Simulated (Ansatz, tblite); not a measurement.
**[CrS4]2-: rung by rung**

Aim: run the singlet of [CrS4]2- at one geometry on many levels, and compare frontier levels, spin and run time.

Computed with Ansatz 0.2.0, Gaussian basis. Level: as each input shows.

Plan: GFN1-xTB, GFN2-xTB, PBE-D4/def2-TZVPD, r2SCAN-D4/def2-TZVPD, ωB97X-V/def2-TZVPD, revPBE-D4/def2-TZVPD, BLYP-D4/def2-TZVPD, HF/def2-TZVPD, LDA/def2-TZVPD, ωB97M-V/def2-TZVPD, B2PLYP/def2-TZVPD, PBE-D4/def2-SVPD, PBE0-D4/def2-SVPD, HF/STO-3G, CCSD(T)/def2-SVPD, MP2/def2-TZVPD, RPA/def2-TZVPD.

### 1 The geometry

The singlet was relaxed beforehand with PBE-D4/def2-SVPD.

5 atoms, charge -2, spin multiplicity 1.

Bond lengths: Cr1–S2 2.101 Å, Cr1–S3 2.101 Å, Cr1–S4 2.101 Å, Cr1–S5 2.101 Å. Angles: S2–Cr1–S3 109.5°, S2–Cr1–S4 109.6°, S2–Cr1–S5 109.5°, S3–Cr1–S4 109.5°, S3–Cr1–S5 109.5°, S4–Cr1–S5 109.3°.

As a file:

```
Cr    0.00091    0.00070    0.00074
S     0.01092   -0.01841    2.10193
S     1.97814    0.00997   -0.71025
S    -0.99949    1.71790   -0.68219
S    -0.99047   -1.71017   -0.71022
```

Formally the metal is d0. No spin-orbit coupling is included. The ion is computed in the gas phase, without counter-ions or solvent.

PBE0-D4/def2-TZVPD was run before; its log isn't repeated, and its numbers join the tables.

### 2 GFN1-xTB

Tight binding, by tblite at 300 K electronic temperature and without a spin-polarisation term:

```python
tblite.interface.Calculator('GFN1-xTB', numbers, positions, charge=-2, uhf=0).singlepoint()
```

Energy -462.7171 eV, HOMO -0.15 eV, LUMO 1.47 eV; 0.01 s.

### 3 GFN2-xTB

Tight binding, by tblite at 300 K electronic temperature and without a spin-polarisation term:

```python
tblite.interface.Calculator('GFN2-xTB', numbers, positions, charge=-2, uhf=0).singlepoint()
```

Energy -422.0819 eV, HOMO -2.26 eV, LUMO -0.48 eV; 0.006 s.

### 4 PBE-D4/def2-TZVPD

start.molden holds the orbitals of an earlier run on this state, given as this run's starting guess.

in.yaml

```yaml
crystal:
  periodic: [false, false, false]
  atoms:
    - {symbol: Cr, position_ang: [0.000909, 0.000696, 0.000739]}
    - {symbol: S, position_ang: [0.010920, -0.018410, 2.101928]}
    - {symbol: S, position_ang: [1.978137, 0.009973, -0.710246]}
    - {symbol: S, position_ang: [-0.999494, 1.717898, -0.682194]}
    - {symbol: S, position_ang: [-0.990472, -1.710167, -0.710218]}
basis:
  gaussian: {orbitals: def2-TZVPD, initial_orbitals: start.molden}
total_charge: -2
hamiltonian: {xc: pbe, dispersion: d4}
scf: {omitted_lower_state_checks: [starts]}
output: {forces: true, orbitals: {seedname: orbitals}}
```

The run is started by

```console
> ansatz run in.yaml --threads 4 --pin off --events-out ev --progress --plain --max-ram 3916MiB
```

Further steps of the session: r2SCAN-D4/def2-TZVPD; ωB97X-V/def2-TZVPD; revPBE-D4/def2-TZVPD; BLYP-D4/def2-TZVPD; HF/def2-TZVPD; LDA/def2-TZVPD; ωB97M-V/def2-TZVPD; B2PLYP/def2-TZVPD; PBE-D4/def2-SVPD; PBE0-D4/def2-SVPD; HF/STO-3G; CCSD(T)/def2-SVPD; MP2/def2-TZVPD; RPA/def2-TZVPD.

Before running them: what should the planned runs give, taken together? Wanted: gap in def2-TZVPD, named functionals and Hartree-Fock, smallest and largest; correlation energy, CCSD(T)/def2-SVPD; correlation energy, MP2/def2-TZVPD; PBE0 total energy, smallest basis above largest.

The runs gave:

| quantity | value |
| --- | --- |
| gap in def2-TZVPD, named functionals and Hartree-Fock, smallest and largest | 1.27 eV (LDA), 6.78 eV (HF) |
| correlation energy, CCSD(T)/def2-SVPD | -34.00 eV |
| correlation energy, MP2/def2-TZVPD | -42.63 eV |
| PBE0 total energy, smallest basis above largest | 18.35 eV (def2-SVPD, def2-TZVPD) |

**Reading.** Over the named functionals and Hartree-Fock in def2-TZVPD the gap runs from 1.27 eV (LDA) to 6.78 eV (HF); exact exchange widens it. LDA, PBE-D4, revPBE-D4, BLYP-D4, r2SCAN-D4, PBE0-D4, ωB97X-V, ωB97M-V put the HOMO above zero; others here keep it below zero, so the sign hangs on the functional's self-interaction and doesn't show that the species is unbound. Notes on CCSD(T)/def2-SVPD and its Hartree-Fock reference, which MP2 shares: large T1 diagnostic, restricted state is unstable towards broken spin symmetry, state flagged by the program.
